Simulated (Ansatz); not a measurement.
# CH5GeNSe: one species, many methods

One table from this session's results is given with a row withheld; the runs are named, their logs left out.

Computed with Ansatz 0.2.0, Gaussian basis. Level: functionals in def2-TZVPP, the program's frozen cores in correlated methods.

Plan: LDA (SPW92), PBE-D4, revPBE-D4, BLYP-D4, r2SCAN-D4, B97M-V, PBE0-D4, B3LYP-D4, r2SCANh-D4, r2SCAN0-D4, HSE06-D4, BHLYP-D4, CAM-B3LYP-D4, LC-ωPBE, ωB97X-V, ωB97M-V, B2PLYP, PBE-QIDH; CCSD(T)/def2-SVP; CCSD(T)/def2-TZVPP; MP2/def2-QZVPP; extrapolation to the limit; RPA on PBE.

## The relaxed structure

The geometry comes from an earlier relaxation with PBE0-D4 in a triple-zeta def2 set; it is a stationary point, not always the lowest conformer.

SMILES `[NH2][GeH2][CH]=[Se]`, 9 atoms, charge 0, spin multiplicity 1.

Atoms are counted from 1 here; the program's logs count them from 0.

Bond lengths: N1–Ge2 1.829 Å, N1–H5 1.012 Å, N1–H6 1.012 Å, Ge2–C3 1.967 Å, Ge2–H7 1.538 Å, Ge2–H8 1.538 Å, C3–Se4 1.752 Å, C3–H9 1.092 Å. Angles: Ge2–N1–H5 112.8°, Ge2–N1–H6 112.8°, H5–N1–H6 107.2°, N1–Ge2–C3 113.3°, N1–Ge2–H7 108.4°, N1–Ge2–H8 108.4°, C3–Ge2–H7 107.9°, C3–Ge2–H8 107.9°, H7–Ge2–H8 111.0°, Ge2–C3–Se4 123.6°, Ge2–C3–H9 118.5°, Se4–C3–H9 117.9°.

As a file:

```
N    -0.30282    0.91276   -1.36741
Ge    0.76805   -0.00050   -0.19873
C    -0.22287   -0.79781    1.30219
Se   -1.95703   -0.65451    1.50451
H    -1.00638    0.32475   -1.79581
H    -0.78479    1.68915   -0.93272
H     1.79909    0.98159    0.38311
H     1.46175   -1.13976   -0.96492
H     0.33359   -1.36207    2.05279
```

Set-up of the first run:

in.yaml reads:

```yaml
crystal:
  periodic: [false, false, false]
  atoms:
    - {symbol: N, position_ang: [-0.302819, 0.912762, -1.367414]}
    - {symbol: Ge, position_ang: [0.768050, -0.000501, -0.198729]}
    - {symbol: C, position_ang: [-0.222873, -0.797814, 1.302187]}
    - {symbol: Se, position_ang: [-1.957033, -0.654505, 1.504507]}
    - {symbol: H, position_ang: [-1.006380, 0.324747, -1.795815]}
    - {symbol: H, position_ang: [-0.784787, 1.689154, -0.932721]}
    - {symbol: H, position_ang: [1.799092, 0.981590, 0.383115]}
    - {symbol: H, position_ang: [1.461755, -1.139763, -0.964919]}
    - {symbol: H, position_ang: [0.333592, -1.362068, 2.052790]}
basis:
  gaussian: {orbitals: def2-TZVPP}
hamiltonian: {xc: lda}
output: {orbitals: {seedname: orbitals}}
```

Command:

```console
$ ansatz run in.yaml --threads 4 --pin off --events-out ev --progress --plain --max-ram 10444MiB
```

Among the steps run: LDA; PBE-D4 (GGA); revPBE-D4 (GGA); BLYP-D4 (GGA); r2SCAN-D4 (meta-GGA); B97M-V (meta-GGA); B3LYP-D4 (hybrid); r2SCANh-D4 (hybrid); r2SCAN0-D4 (hybrid); HSE06-D4 (hybrid); BHLYP-D4 (hybrid); CAM-B3LYP-D4 (range-separated); LC-ωPBE (range-separated); ωB97X-V (range-separated); ωB97M-V (range-separated); B2PLYP (double hybrid); PBE-QIDH (double hybrid).

One of the session's tables, all rows but one given; the rest of the session is left out.

It belongs to the step «Frontier levels by functional». 

| functional | HOMO (eV) | LUMO (eV) | gap (eV) |
| --- | --- | --- | --- |
| LDA (SPW92) | -5.25 | -3.92 | 1.33 |
| PBE-D4 | ? | ? | ? |
| revPBE-D4 | -5.05 | -3.64 | 1.41 |
| BLYP-D4 | -4.95 | -3.56 | 1.39 |
| r2SCAN-D4 | -5.32 | -3.68 | 1.64 |
| B97M-V | -5.43 | -3.55 | 1.88 |
| PBE0-D4 | -6.24 | -2.87 | 3.36 |
| B3LYP-D4 | -6.01 | -3.05 | 2.96 |
| r2SCANh-D4 | -5.74 | -3.35 | 2.39 |
| r2SCAN0-D4 | -6.38 | -2.86 | 3.52 |
| HSE06-D4 | -5.84 | -3.25 | 2.59 |
| BHLYP-D4 | -7.22 | -1.86 | 5.36 |
| CAM-B3LYP-D4 | -7.52 | -1.74 | 5.78 |
| LC-ωPBE | -8.88 | -0.70 | 8.18 |
| ωB97X-V | -8.53 | -0.73 | 7.80 |
| ωB97M-V | -8.38 | -0.78 | 7.61 |

Q: Estimate the row for PBE-D4 from the others.

The run gave: HOMO (eV): -5.10; LUMO (eV): -3.72; gap (eV): 1.39. In the column «HOMO (eV)» it lies between LDA (SPW92) (-5.25) and revPBE-D4 (-5.05).
